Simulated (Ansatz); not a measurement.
Predict the output of the script below (Ansatz 0.2.0 through its Python package).

`opt.py`:
```python
"""Geometry optimisation of CH6NOSbSi."""

import itertools

import ansatz as az
from ase.data import atomic_numbers, covalent_radii
import numpy as np

geometry_ang = [
    ("Si", (-1.7188, 0.7014, 0.208)),
    ("O", (-0.2255, -0.0353, 0.0131)),
    ("C", (0.9251, 0.7074, -0.0612)),
    ("N", (2.1739, 0.1235, -0.1866)),
    ("Sb", (2.3055, -1.9796, -0.3403)),
    ("H", (-2.827, -0.2567, 0.2292)),
    ("H", (-1.7575, 1.5167, 1.4539)),
    ("H", (-1.957, 1.6708, -0.9449)),
    ("H", (0.9359, 1.8037, 0.0601)),
    ("H", (0.9991, -2.0799, -1.4748)),
    ("H", (1.2117, -2.229, 1.0641)),
]
system = az.Crystal.molecule()
for symbol, xyz in geometry_ang:
    system = system.atom(symbol, xyz)

model = (
    system.calculation()
    .basis(gaussian="def2-SVP")
    .functional("B3LYP")
)
symbols = [site.symbol for site in system.cartesian_sites]
start = np.array([site.position_ang for site in system.cartesian_sites], dtype=float)
def progress(event):
    if event["event"] == "relax_step":
        row = event["data"]
        print(f"step {row['step']:3d}  E = {row['lagrangian_ev']:.6f} eV  largest force component {row['allowed_force_max_ev_ang']:.4f} eV/A")


r = model.relax(force_tolerance=0.01, max_steps=100).session().plan().execute(on_event=progress).report
end = np.array(r["positions_ang"])

print("reference energy %16.6f eV" % r["reference_energy_ev"])
print("total energy     %16.6f eV" % r["free_energy_ev"])
print("occupied orbitals outside the frozen core (up, down):", r["n_occupied"], " frozen:", r["n_frozen"], " virtual:", r["n_virtual"])

# pairs closer than 1.2 times the sum of covalent radii, before or after
radius = [covalent_radii[atomic_numbers[s]] for s in symbols]
span = lambda where, i, j: np.linalg.norm(where[i] - where[j])
bonded = [(i, j) for i, j in itertools.combinations(range(len(symbols)), 2) if min(span(start, i, j), span(end, i, j)) < 1.2 * (radius[i] + radius[j])]
print("pair        before    after (A)")
for i, j in bonded:
    print(f"{symbols[i]}{i}-{symbols[j]}{j}".ljust(10), f"{span(start, i, j):8.4f} {span(end, i, j):8.4f}")
for first, second in list(itertools.combinations(bonded, 2)):
    shared = set(first) & set(second)
    if shared and symbols[(j := shared.pop())] != "H":
        i, k = sorted((set(first) | set(second)) - {j})
        u, v = end[i] - end[j], end[k] - end[j]
        angle = np.degrees(np.arccos(np.clip(u @ v / np.linalg.norm(u) / np.linalg.norm(v), -1, 1)))
        print(f"final angle {symbols[i]}{i}-{symbols[j]}{j}-{symbols[k]}{k}: {angle:.2f} deg")

charges = r["charge_distribution"]
dipole = np.array(charges["dipole_moment_e_ang"]) * 4.803205
print("dipole (D): {:.3f} {:.3f} {:.3f}, length {:.3f}".format(*dipole, np.linalg.norm(dipole)))
print("atom  Mulliken   Lowdin")
for symbol, m, l in zip(symbols, charges["mulliken_charges_e"], charges["lowdin_charges_e"]):
    print(f"{symbol:4s} {m:9.3f} {l:8.3f}")
with open("ch6nosbsi_opt.xyz", "w") as handle:
    handle.write(f"{len(symbols)}\nrelaxed CH6NOSbSi\n")
    handle.writelines(f"{s:2s} {x:11.6f} {y:11.6f} {z:11.6f}\n" for s, (x, y, z) in zip(symbols, end))
```

`python opt.py` gives:
```text
step   1  E = -19082.726683 eV  largest force component 5.5034 eV/A
step   2  E = -19083.143529 eV  largest force component 2.5078 eV/A
step   3  E = -19083.310497 eV  largest force component 1.1227 eV/A
step   4  E = -19083.286884 eV  largest force component 0.6491 eV/A
step   5  E = -19083.361376 eV  largest force component 0.3392 eV/A
step   6  E = -19083.369561 eV  largest force component 0.1776 eV/A
step   7  E = -19083.370694 eV  largest force component 0.0736 eV/A
step   8  E = -19083.370655 eV  largest force component 0.1059 eV/A
step   9  E = -19083.370807 eV  largest force component 0.0089 eV/A
reference energy    -19083.371104 eV
total energy        -19083.371104 eV
occupied orbitals outside the frozen core (up, down): [32, 32]  frozen: 0  virtual: [84, 84]
pair        before    after (A)
Si0-O1       1.6765   1.6943
Si0-H5       1.4651   1.4821
Si0-H6       1.4895   1.4903
Si0-H7       1.5250   1.4904
O1-C2        1.3715   1.3604
C2-N3        1.3843   1.2578
C2-H8        1.1030   1.1094
N3-Sb4       2.1128   2.1124
Sb4-H9       1.7332   1.7334
Sb4-H10      1.7975   1.7335
final angle O1-Si0-H5: 105.39 deg
final angle O1-Si0-H6: 110.24 deg
final angle O1-Si0-H7: 110.23 deg
final angle Si0-O1-C2: 127.79 deg
final angle H5-Si0-H6: 110.73 deg
final angle H5-Si0-H7: 110.72 deg
final angle H6-Si0-H7: 109.47 deg
final angle O1-C2-N3: 126.46 deg
final angle O1-C2-H8: 113.71 deg
final angle N3-C2-H8: 119.83 deg
final angle C2-N3-Sb4: 121.72 deg
final angle N3-Sb4-H9: 97.31 deg
final angle N3-Sb4-H10: 97.21 deg
final angle H9-Sb4-H10: 89.88 deg
dipole (D): -1.958 0.266 0.186, length 1.985
atom  Mulliken   Lowdin
Si       0.593    0.365
O       -0.418    0.005
C        0.196   -0.124
N       -0.362   -0.132
Sb       0.452    0.367
H       -0.086   -0.084
H       -0.097   -0.095
H       -0.097   -0.095
H        0.017   -0.009
H       -0.099   -0.099
H       -0.099   -0.099
```

`ch6nosbsi_opt.xyz`, as written:
```text
11
relaxed CH6NOSbSi
Si   -1.744643    0.794344    0.201875
O    -0.218378    0.080502    0.023927
C     0.989752    0.702156   -0.044509
N     2.110250    0.145902   -0.175115
Sb    2.298512   -1.953487   -0.314831
H    -2.707933   -0.331998    0.203944
H    -1.813891    1.550043    1.484471
H    -2.016848    1.719034   -0.934794
H     0.927287    1.807481    0.026487
H     1.008705   -2.215958   -1.442728
H     1.232587   -2.355021    0.991875
```

Caveats:
- Total energies depend on the basis set; only differences at equal settings carry meaning.
- The end point is the stationary point reached from this start; no frequency run checks that it is a minimum, and the basis set is modest.
- def2 sets replace the cores of elements past krypton by effective core potentials.
- The Löwdin charges here are taken after orthogonalising the functions within each atom; they differ from plain Löwdin charges, and their signs can be unphysical.
- b3lyp holds the VWN-RPA fit, as in Gaussian; the form of ORCA and Turbomole is b3lyp5.
- Wall time of the script: 44 s on 1 thread of Intel(R) Xeon(R) 6975P-C (Granite Rapids), on a shared host, peak memory 0.38 GiB.

(Lines on the test bed's own set-up are left out of the output.)
